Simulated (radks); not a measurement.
# Eu³⁵⁺ in [Ar] 3d10: an all-electron calculation

One table from this session's results is given with a row withheld; the runs are named, their logs left out.

Method: scalar-relativistic Kohn-Sham, PBE, spin-polarised, spherical densities, finite nucleus. Code: radks (a radial shooting solver on a logarithmic mesh, Libxc functionals) version 1.

## The atom as given

- element: europium (Z = 63)
- charge: +35
- electrons: 28
- configuration: [Ar] 3d10
- nuclear rms radius: 5.1115 fm

Outer shells as boxes (Hund's rule):

Eu³⁵⁺
```
[Ar] core
3d [↑↓][↑↓][↑↓][↑↓][↑↓]
```

Set-up of the first run:

Settings of this run:

```text
Z 63
configuration [Ar] 3d10 4s0 4p0
relativity scalar-relativistic
functional pbe,pbe
spin polarised
nucleus finite rms 5.1115 fm
c 137.035999084
```

Steps of the session up to this table: Self-consistent calculation.

One of the session's tables, all rows but one given; the rest of the session is left out.

It belongs to the step «Shells». From the orbitals of this run (lengths in bohr):

| level | <r> | outermost maximum (interpolated) | 90 % within | nodes |
| --- | --- | --- | --- | --- |
| 1s | 0.02232 | 0.0142 | 0.0403 | 0 |
| 2s | 0.09491 | 0.0805 | 0.147 | 1 |
| 2p | 0.08366 | 0.0650 | 0.136 | 0 |
| 3s | 0.2449 | 0.227 | 0.358 | 2 |
| 3p | 0.2422 | 0.222 | 0.361 | 1 |
| 3d | 0.2188 | 0.180 | 0.339 | 0 |
| 4s | 0.4905 | 0.484 | 0.692 | 3 |
| 4p | ? | ? | ? | ? |

Estimate the missing values for 4p.

**Answer.** <r>: 0.4998; outermost maximum (interpolated): 0.494; 90 % within: 0.711; nodes: 2. In the column «<r>» it is the highest.
